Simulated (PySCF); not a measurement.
# CsB: bond curves at several levels of theory

The task here is to estimate one member of a computed series from the others.

Method: Cs def2-TZVPP with ECP46, B def2-TZVPP, scalar-relativistic core potentials; program: PySCF 2.14.0.

Set-up of the first run:

A driver script around PySCF takes these settings:

```
atoms                         : Cs, B
charge                        : 0
basis                         : Cs def2-TZVPP with ECP46, B def2-TZVPP
Hamiltonian                   : scalar-relativistic core potentials
basis functions               : 67
electrons treated             : 14
masses in u                   : 132.9054, 11.0093
levels                        : PBE0, PBE, r²SCAN, M06-L, BP86, MN15, PW91, CAM-B3LYP, HF, MP2, SCS-MP2, CCSD, CCSD(T)
grid                          : 80 radial by 434 angular points
occupations                   : held fixed by the projection of orbital angular momentum
dissociation limit            : Cs + B, each in its ground configuration
starting distance in angstrom : 3.020
values of 2S to try           : 0, 2
```

Run with:

```
OMP_NUM_THREADS=1 python dia.py task.json out
```

Among the steps run: Input; First curve: PBE0; Other states along the same grid; PBE (GGA); r²SCAN (meta-GGA); M06-L; BP86 (GGA); MN15; PW91 (GGA); CAM-B3LYP (range-separated hybrid); UHF; MP2 and coupled cluster.

One table of the session follows, with a row left open; its other results are not shown here.

It belongs to the step «The curves together». Energy (eV) from each level's lowest point:

| R (Å) | UHF | UHF-MP2 | UHF-SCS-MP2 | UHF-CCSD | UHF-CCSD(T) |
| --- | --- | --- | --- | --- | --- |
| 2.656 | 0.512 | 0.314 | 0.336 | n/a | n/a |
| 2.780 | 0.268 | 0.138 | 0.152 | 0.159 | 0.151 |
| 2.904 | 0.116 | 0.042 | 0.049 | 0.054 | 0.050 |
| 2.996 | 0.048 | 0.008 | 0.012 | 0.014 | 0.013 |
| 3.089 | ? | ? | ? | ? | ? |
| 3.182 | 0.000 | 0.011 | 0.009 | 0.005 | 0.006 |
| 3.305 | 0.013 | 0.048 | 0.043 | 0.034 | 0.035 |
| 3.460 | 0.062 | 0.118 | 0.110 | 0.093 | 0.094 |
| 3.645 | 0.149 | 0.219 | 0.211 | 0.183 | 0.182 |
| 3.892 | 0.282 | 0.356 | 0.352 | n/a | n/a |

Q: Estimate the row for R (Å) = 3.089 from the others.

Worked estimate for «UHF». A straight line through the neighbours (2.996, 0.048) and (3.182, 0.000) gives 0.048 + (0.000 − 0.048) × (3.089 − 2.996) / (3.182 − 2.996) = 0.024; a parabola fitted to 4 rows on both sides gives 0.012.

**Answer.** UHF: 0.012; UHF-MP2: 0.000; UHF-SCS-MP2: 0.000; UHF-CCSD: 0.000; UHF-CCSD(T): 0.000. In «UHF» the line misses by +0.012 and the parabola by 0.000.
